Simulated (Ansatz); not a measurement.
# C5H4F6: one species, many methods

Aim: compute C5H4F6 with functionals from several rungs and with coupled cluster. The yardstick is the atomisation energy at the CCSD(T) limit.

Method: functionals in def2-TZVPP, the program's frozen cores in correlated methods; program: Ansatz 0.2.0, Gaussian basis.

Levels to be run: LDA (SPW92), PBE-D4, revPBE-D4, BLYP-D4, r2SCAN-D4, B97M-V, PBE0-D4, B3LYP-D4, r2SCANh-D4, r2SCAN0-D4, HSE06-D4, BHLYP-D4, CAM-B3LYP-D4, LC-ωPBE, ωB97X-V, ωB97M-V, B2PLYP, PBE-QIDH; CCSD(T)/def2-SVP; CCSD(T)/def2-TZVPP; MP2/def2-QZVPP; extrapolation to the limit; RPA on PBE.

## Step 1: The relaxed structure

An earlier PBE0-D4 in a triple-zeta def2 set relaxation fixed the geometry.

SMILES `F[C@@H]1[C@@H](F)CC(F)(F)C1(F)F`, 15 atoms, charge 0, spin multiplicity 1.

Atoms are counted from 1 here; the program's logs count them from 0.

Bond lengths: F1–C2 1.374 Å, C2–C3 1.524 Å, C2–C10 1.534 Å, C2–H12 1.093 Å, C3–C4 1.510 Å, C3–H13 1.089 Å, C3–H14 1.092 Å, C4–F5 1.356 Å, C4–F6 1.340 Å, C4–C7 1.543 Å, C7–F8 1.355 Å, C7–F9 1.331 Å, C7–C10 1.541 Å, C10–F11 1.365 Å, C10–H15 1.093 Å. Angles: F1–C2–C3 111.3°, F1–C2–C10 111.4°, F1–C2–H12 108.0°, C3–C2–C10 106.8°, C3–C2–H12 111.5°, C10–C2–H12 107.8°, C2–C3–C4 103.0°, C2–C3–H13 113.8°, C2–C3–H14 109.6°, C4–C3–H13 112.1°, C4–C3–H14 108.7°, H13–C3–H14 109.4°, C3–C4–F5 110.3°, C3–C4–F6 114.4°, C3–C4–C7 103.5°, F5–C4–F6 107.8°, F5–C4–C7 107.9°, F6–C4–C7 112.8° and more.

## Step 2: LDA

This LDA is Slater exchange with PW92 correlation.

in.yaml

```yaml
crystal:
  periodic: [false, false, false]
  atoms:
    - {symbol: F, position_ang: [-1.693057, -0.283749, -1.779253]}
    - {symbol: C, position_ang: [-0.661367, 0.272571, -1.062484]}
    - {symbol: C, position_ang: [-1.092921, 0.603425, 0.361449]}
    - {symbol: C, position_ang: [0.204508, 0.543455, 1.130720]}
    - {symbol: F, position_ang: [0.962741, 1.634232, 0.858737]}
    - {symbol: F, position_ang: [0.057513, 0.467134, 2.460346]}
    - {symbol: C, position_ang: [0.917253, -0.689656, 0.536906]}
    - {symbol: F, position_ang: [0.383560, -1.791068, 1.117868]}
    - {symbol: F, position_ang: [2.231656, -0.691729, 0.747074]}
    - {symbol: C, position_ang: [0.527340, -0.690930, -0.954142]}
    - {symbol: F, position_ang: [1.568699, -0.280183, -1.735229]}
    - {symbol: H, position_ang: [-0.321264, 1.164052, -1.596087]}
    - {symbol: H, position_ang: [-1.581625, 1.571273, 0.458801]}
    - {symbol: H, position_ang: [-1.758410, -0.178320, 0.734062]}
    - {symbol: H, position_ang: [0.233474, -1.701207, -1.249469]}
basis:
  gaussian: {orbitals: def2-TZVPP}
hamiltonian: {xc: lda}
output: {orbitals: {seedname: orbitals}}
```

On the command line:

```sh
$ ansatz run in.yaml --threads 4 --pin off --events-out ev --progress --plain --max-ram 66560MiB --backend cuda --devices 0, --max-vram 37GiB
```

After this run come: PBE-D4 (GGA); revPBE-D4 (GGA); BLYP-D4 (GGA); r2SCAN-D4 (meta-GGA); B97M-V (meta-GGA); PBE0-D4 (hybrid); B3LYP-D4 (hybrid); r2SCANh-D4 (hybrid); r2SCAN0-D4 (hybrid); HSE06-D4 (hybrid); BHLYP-D4 (hybrid); CAM-B3LYP-D4 (range-separated); LC-ωPBE (range-separated); ωB97X-V (range-separated); ωB97M-V (range-separated); B2PLYP (double hybrid); PBE-QIDH (double hybrid); CCSD(T) in def2-SVP; CCSD(T) in def2-TZVPP; MP2 in def2-QZVPP; RPA on PBE orbitals.

Before running them: what should the planned runs give, taken together? Wanted: atomisation energy, CCSD(T)/CBS; farthest beyond LDA; mean size of error, GGA; mean size of error, meta-GGA; mean size of error, hybrid; mean size of error, range-separated; mean size of error, double hybrid; gap, smallest and largest; T1 diagnostic.

As calculated:

```
                               quantity                                      value
        atomisation energy, CCSD(T)/CBS                              6388.6 kJ/mol
 functionals within 31.9 kJ/mol (0.5 %)      BLYP-D4, B97M-V, r2SCANh-D4, PBE-QIDH
                    farthest beyond LDA                   BHLYP-D4 (-323.2 kJ/mol)
                mean size of error, GGA                               124.1 kJ/mol
           mean size of error, meta-GGA                                37.5 kJ/mol
             mean size of error, hybrid                               109.1 kJ/mol
    mean size of error, range-separated                                60.2 kJ/mol
      mean size of error, double hybrid                                39.9 kJ/mol
              gap, smallest and largest  6.82 eV (LDA (SPW92)), 14.85 eV (LC-ωPBE)
                          T1 diagnostic                                     0.0119
triples share of the correlation energy                                      3.4 %
```

What this shows: LDA overbinds by 1324.6 kJ/mol (21 %). PBE-D4 misses by +300.0 kJ/mol. Double hybrids carry the basis error of their MP2 part in triple zeta, and no dispersion term here, so their miss is partly the set-up's. By mean error the best rung here is meta-GGA (37.5 kJ/mol) and the worst beyond LDA is GGA (124.1 kJ/mol). hybrid functionals lie within the reference's doubt of that worst mean (109.1 kJ/mol), so those two tie. The gap between the best rungs is small, so their order is not settled. Misses under about 31.9 kJ/mol are within the doubt on the reference itself, which lacks core-valence correlation, relativity and higher excitations. Hartree-Fock recovers 70 % of the binding; the rest is correlation. CCSD(T) in def2-SVP is off by -276.4 kJ/mol, which most functionals beat. Orbital gaps span 6.8 to 14.9 eV; exact exchange widens them.
